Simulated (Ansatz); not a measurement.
# AlClF2 (SMILES [F][Al]([F])[Cl]): BCCD(T)/def2-SVPD

What is the energy change on altering one bond length of AlClF2 at BCCD(T)/def2-SVPD? 

Program for the calculation: Ansatz 0.2.0.

46 further runs of the same task are left out: 46 set aside as unsound or not needed.

## (1) The system as given

AlClF2: 4 atoms, total charge 0, spin state singlet. SMILES: `[F][Al]([F])[Cl]`. The shape is that of a PBE0-D4/def2-TZVP optimisation.

Bond lengths: F1–Al2 1.631 Å, Al2–F3 1.631 Å, Al2–Cl4 2.061 Å. Angles: F1–Al2–F3 119.0°, F1–Al2–Cl4 120.5°, F3–Al2–Cl4 120.5°.

## (2) The energy at BCCD(T)/def2-SVPD

job.yaml

```yaml
basis:
  gaussian:
    orbitals: def2-SVPD
crystal:
  periodic: [false, false, false]
  atoms:
    - {symbol: F, position_ang: [0.997200, 0.721760, 1.149640]}
    - {symbol: Al, position_ang: [0.069280, -0.050750, 0.053570]}
    - {symbol: F, position_ang: [0.273490, -1.653820, -0.164660]}
    - {symbol: Cl, position_ang: [-1.339980, 0.982810, -1.038560]}
total_charge: 0
correlation:
  method: bccd_t
  frozen_orbitals: {Al: 5, Cl: 5, F: 1}
accuracy: high
scf:
  omitted_lower_state_checks: [cluster_reference, increment]
```

Command:

```sh
ansatz run job.yaml --threads 1 --pin off --max-ram 3480MiB --events-out events.jsonl --progress --plain --runs-dir runs
```

Standard output, shortened:

```text
Warning: RAYON_NUM_THREADS=1 ignored (pool sized by the plan → 1); use --threads N
Functional definition: HF
  name "HF"
[...]
1804 factors; integrals over basis functions are off by at most 3.3e-9 eV
[...]
mean field -24494.71558985 eV, -900.1641948124 hartree, gradient 3.2e-8 eV, S^2 0.000000; 0 other end points of the search recorded, 0 dependent functions left out
12 core orbitals not correlated: weight in the atoms' cores, before any rotation towards them, 1.000 or more for the frozen orbitals, at most 0.000 for the correlated occupied ones
reference -24494.71558985 eV, -900.1641948124 hartree; 12, 12 occupied and 73, 73 virtual orbitals, 1804 factors
second order -16.17358682 eV of doubles, -0.00000000 eV of singles
cycle   1  -16.14129474 eV  change    3.2e-2 eV  update   9.7e-2
[...]
cycle  19  -16.51876740 eV  change   -1.8e-9 eV  update   1.8e-9
perturbative correction -0.41205777 eV, -0.0151428436 hartree
Total energy: -24511.64641502 eV, -900.7863911613 hartree
Checks for a lower state left out: cluster_reference, increment
```

Run time: 26 s. Hardware: 1 thread of Arm Neoverse V2, shared host; peak memory 0.76 GiB.

## (3) The distorted shape at the same level

input.yaml

```yaml
crystal:
  periodic: [false, false, false]
  atoms:
    - {symbol: F, position_ang: [1.136386, 0.837635, 1.314049]}
    - {symbol: Al, position_ang: [0.069280, -0.050750, 0.053570]}
    - {symbol: F, position_ang: [0.273490, -1.653820, -0.164660]}
    - {symbol: Cl, position_ang: [-1.339980, 0.982810, -1.038560]}
basis:
  gaussian:
    orbitals: def2-SVPD
scf:
  omitted_lower_state_checks: [cluster_reference, increment]
accuracy: high
correlation:
  method: bccd_t
  frozen_orbitals: {Al: 5, Cl: 5, F: 1}
```

Command:

```sh
ansatz run input.yaml --threads 1 --pin off --max-ram 3480MiB --events-out events.jsonl --progress --plain --runs-dir runs
```

Standard output, shortened:

```text
Warning: RAYON_NUM_THREADS=1 ignored (pool sized by the plan → 1); use --threads N
[... 2 set-up lines as earlier in the session ...]
[...]
1799 factors; integrals over basis functions are off by at most 3.6e-9 eV
[...]
mean field -24494.06475267 eV, -900.1402769874 hartree, gradient 3.2e-8 eV, S^2 0.000000; 0 other end points of the search recorded, 0 dependent functions left out
12 core orbitals not correlated: weight in the atoms' cores, before any rotation towards them, 1.000 or more for the frozen orbitals, at most 0.000 for the correlated occupied ones
reference -24494.06475267 eV, -900.1402769874 hartree; 12, 12 occupied and 73, 73 virtual orbitals, 1799 factors
second order -16.39256749 eV of doubles, -0.00000000 eV of singles
cycle   1  -16.25947686 eV  change    1.3e-1 eV  update   1.1e-1
[...]
cycle  21  -16.68638058 eV  change  -7.2e-11 eV  update   1.3e-9
perturbative correction -0.45119401 eV, -0.0165810739 hartree
Total energy: -24511.20232725 eV, -900.7700712370 hartree
Checks for a lower state left out: cluster_reference, increment
```

Wall time 26 s (1 thread of Arm Neoverse V2, shared host); peak memory 0.76 GiB.

## (4) Summary of results

Level: BCCD(T)/def2-SVPD, 12 core orbitals frozen.

| quantity | value |
| --- | --- |
| first shape: total energy | -900.78639 Eh |
| first shape: correlation energy (12 core orbitals frozen) | -622.2 mEh |
| first shape: (T) correction | -15.14 mEh |
| distorted shape: total energy | -900.77007 Eh |
| distorted shape: correlation energy (12 core orbitals frozen) | -629.8 mEh |
| distorted shape: (T) correction | -16.58 mEh |
| energy change with the F1–Al2 bond stretched from 1.631 to 1.875 Å | 0.444 eV |

With the F1–Al2 bond stretched from 1.631 to 1.875 Å the energy rises by 0.44 eV (10.2 kcal/mol). The first shape isn't relaxed at this level, so the change isn't measured from a minimum. The triples (first shape) make up 2.4 % of the correlation energy. The triples (distorted shape) make up 2.6 % of the correlation energy.
